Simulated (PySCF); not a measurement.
# BBrH5: the cost of one run

Computed with PySCF 2.14.0; each step states its level. No surroundings beyond the atoms listed, unless a continuum is named. Atoms count from 0, parts from 1.

### Step 1. Starting point

7 atoms, charge -1, multiplicity 1; geometry: GFN2-xTB. Parts: 1 = atoms 0–4, `[BH4-]`, charge -1; 2 = atoms 5–6, `Br`, charge 0. In the given geometry H3 and H6 of different parts have joined to H2 (0.97 Å), so values for the parts refer to these atom groups.

### Step 2. Geometry optimisation at PBE0-D3(BJ)/def2-SVPD

The job: settings as JSON, then the geometry in Å.

```
{"job": {"xc": "PBE0", "basis": "def2-SVPD", "d3": "d3bj", "grid": 2, "kind": "geom"}, "charge": -1, "multiplicity": 1, "parts": [{"atoms": "0-4", "charge": -1, "multiplicity": 1}, {"atoms": "5-6", "charge": 0, "multiplicity": 1}]}
B     -0.014008    -0.071817     0.060480
H     -1.017426    -0.264770    -0.554598
H      0.393937    -1.026222     0.647546
H      0.920143     0.150479    -0.897700
H     -0.017708     0.934682     0.700974
Br     2.940407     0.636359    -2.974484
H      1.585166     0.311309    -1.582807
```

The run is started by

```
OMP_NUM_THREADS=1 python cluster_run.py task.json out
```

This one command runs all jobs of the session in turn.

**Question.** How long does this first job take on 1 thread of Arm Neoverse V1, shared host, and how much memory does it need?

About 21 s, with a peak of 0.45 GiB.
